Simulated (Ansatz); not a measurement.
ZnBi3 under changes of volume

One of the cells (28.932 Å³/atom); the others are scaled copies at fixed shape and fractional positions:

```
CELL_PARAMETERS angstrom
4.87316 0.00000 0.00000
0.00000 4.87316 0.00000
0.00000 0.00000 4.87316
ATOMIC_POSITIONS crystal
Bi 0.50000 0.50000 0.00000
Bi 0.50000 0.00000 0.50000
Bi 0.00000 0.50000 0.50000
Zn 0.00000 0.00000 0.00000
```

The cell comes from a database or a generator and needn't be the stable form of this composition.

```yaml
Program: Ansatz 0.2.0
Functional: PBE
Potentials_or_basis: Ansatz PAW
Cutoff: "420 eV (not typed: the program's choice for these potentials)"
k_mesh: 6 × 6 × 6
Occupations: fermi-dirac, width 0.05 eV
Spin: no spin polarisation
```

| volume (Å³/atom) | energy over the lowest point (meV/atom) | pressure (GPa) |
| --- | --- | --- |
| 27.196 | 17.15 | 3.5 |
| 27.774 | ? | ? |
| 28.353 | 1.53 | 1.0 |
| 28.932 | 0.00 | 0.0 |
| 29.510 | 2.02 | -1.0 |
| 30.089 | 7.19 | -1.8 |
| 30.668 | 15.17 | -2.5 |

Task: What does the run at 27.774 Å³/atom give?

Result: Energy over the lowest point 7.08 meV/atom; pressure 2.2 GPa.

Worked out: A Birch-Murnaghan fit of order 3 (a polynomial in V^(-2/3)) to the other rows has its minimum at 28.88 Å³/atom with B0 = V·E''(V) = 50 GPa and B' = 5.0. It gives 7.08 meV/atom at 27.774 Å³/atom, against the run's 7.08, and -dE/dV = 2.1 GPa, against 2.2.

Energies are extrapolated to zero smearing.
